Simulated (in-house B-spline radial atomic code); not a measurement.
# Ga¹⁸⁺: excited configurations in jj coupling

How much energy does it take to promote electrons of Ga¹⁸⁺ to other shells? Each configuration is solved by itself and compared with the reference.

The numbers are computed with in-house B-spline radial atomic code version 1 (Dirac-Hartree-Fock, average of configuration, Fermi nucleus, basis-set limit), except any that are marked as measured or tabulated.

**1. Starting point**

- element: gallium (Z = 31)
- charge: +18
- electrons: 13
- configuration: 1s2 2s2 2p6 3s2 3p-1
- Hamiltonian: Dirac-Coulomb
- nucleus: Fermi, rms radius 3.997 fm

In configurations, a minus sign after the shell means j = l − 1/2 and a plus sign j = l + 1/2; the count of electrons follows.

Settings of the run:

```ini
Z = 31
electrons = 13.0
configuration = 1s2 2s2 2p6 3s2 3p-1
hamiltonian = dirac
method = hf
spin_polarised = False
nucleus = fermi
rms_radius = 3.9973
mass_number = 69
atomic_mass = 68.925573528
speed_of_light = 137.035999084
```

The reference is known from an earlier run: -1766.855412 hartree in all. Up to eight levels, counted from the top:

```tsv
orbital	occupation	energy (eV)	<r> (bohr)
1s1/2	2	-11156.7	0.04856
2s1/2	2	-2024.62	0.2136
2p1/2	2	-1869.70	0.1853
2p3/2	4	-1838.70	0.1888
3s1/2	2	-722.05	0.5476
3p1/2	1	-681.10	0.5336
```

**2. Configuration 1s2 2s2 2p6 3s2 5p-1**

Settings of the run:

```ini
Z = 31
electrons = 13.0
configuration = 1s2 2s2 2p6 3s2 5p-1
hamiltonian = dirac
method = hf
spin_polarised = False
nucleus = fermi
rms_radius = 3.9973
mass_number = 69
atomic_mass = 68.925573528
speed_of_light = 137.035999084
```

**3. Configuration 1s2 2s2 2p6 3s1 3p-1 6p-1**

Changes to the settings of step 2:

```diff
@@ -2,3 +2,3 @@
 electrons = 13.0
-configuration = 1s2 2s2 2p6 3s2 5p-1
+configuration = 1s2 2s2 2p6 3s1 3p-1 6p-1
 hamiltonian = dirac
```

**4. Configuration 1s2 2s2 2p-1 2p+4 3s2 3p+1 5f-1**

Changes to the settings of step 3:

```diff
@@ -2,3 +2,3 @@
 electrons = 13.0
-configuration = 1s2 2s2 2p6 3s1 3p-1 6p-1
+configuration = 1s2 2s2 2p-1 2p+4 3s2 3p+1 5f-1
 hamiltonian = dirac
```

**5. Run with 1s2 2s2 2p6 3s2 4p-1**

Changes to the settings of step 4:

```diff
@@ -2,3 +2,3 @@
 electrons = 13.0
-configuration = 1s2 2s2 2p-1 2p+4 3s2 3p+1 5f-1
+configuration = 1s2 2s2 2p6 3s2 4p-1
 hamiltonian = dirac
```

**6. Run with 1s2 2s2 2p6 3s1 3p+1 4s1**

Changes to the settings of step 5:

```diff
@@ -2,3 +2,3 @@
 electrons = 13.0
-configuration = 1s2 2s2 2p6 3s2 4p-1
+configuration = 1s2 2s2 2p6 3s1 3p+1 4s1
 hamiltonian = dirac
```

**7. Configuration 1s2 2s2 2p6 3s2 3p+1**

Changes to the settings of step 6:

```diff
@@ -2,3 +2,3 @@
 electrons = 13.0
-configuration = 1s2 2s2 2p6 3s1 3p+1 4s1
+configuration = 1s2 2s2 2p6 3s2 3p+1
 hamiltonian = dirac
```

How far above the reference does each configuration lie (order and size, in eV)?

As calculated:

| net move | configuration | energy above the reference (eV) | with Breit, QED, recoil (eV) | largest <r> (bohr) |
| --- | --- | --- | --- | --- |
| 3p1/2 → 3p3/2 | 1s2 2s2 2p6 3s2 3p+1 | 5.996 | 5.868 | 0.548 |
| 3p1/2 → 4p1/2 | 1s2 2s2 2p6 3s2 4p-1 | 325.79 | 325.57 | 1.05 |
| 3p1/2, 3s → 3p3/2, 4s | 1s2 2s2 2p6 3s1 3p+1 4s1 | 352.85 | 352.47 | 1.08 |
| 3p1/2 → 5p1/2 | 1s2 2s2 2p6 3s2 5p-1 | 460.92 | 460.63 | 1.72 |
| 3s → 6p1/2 | 1s2 2s2 2p6 3s1 3p-1 6p-1 | 571.96 | 571.60 | 2.54 |
| 2p1/2, 3p1/2 → 3p3/2, 5f5/2 | 1s2 2s2 2p-1 2p+4 3s2 3p+1 5f-1 | 1668.04 | 1666.15 | 1.61 |

What this shows: The energies run from 5.996 eV (3p1/2 → 3p3/2) to 1668.04 eV (2p1/2, 3p1/2 → 3p3/2, 5f5/2). Koopmans' estimate of the ionisation threshold is 681.10 eV; 1 configuration exceeds it by over 2 % and could autoionise. Two partly filled shells share a symmetry and can mix in the average, which may lower the energy, for: 3p1/2, 3s → 3p3/2, 4s; 3s → 6p1/2. These are averages over configurations, without correlation, not spectroscopic levels.
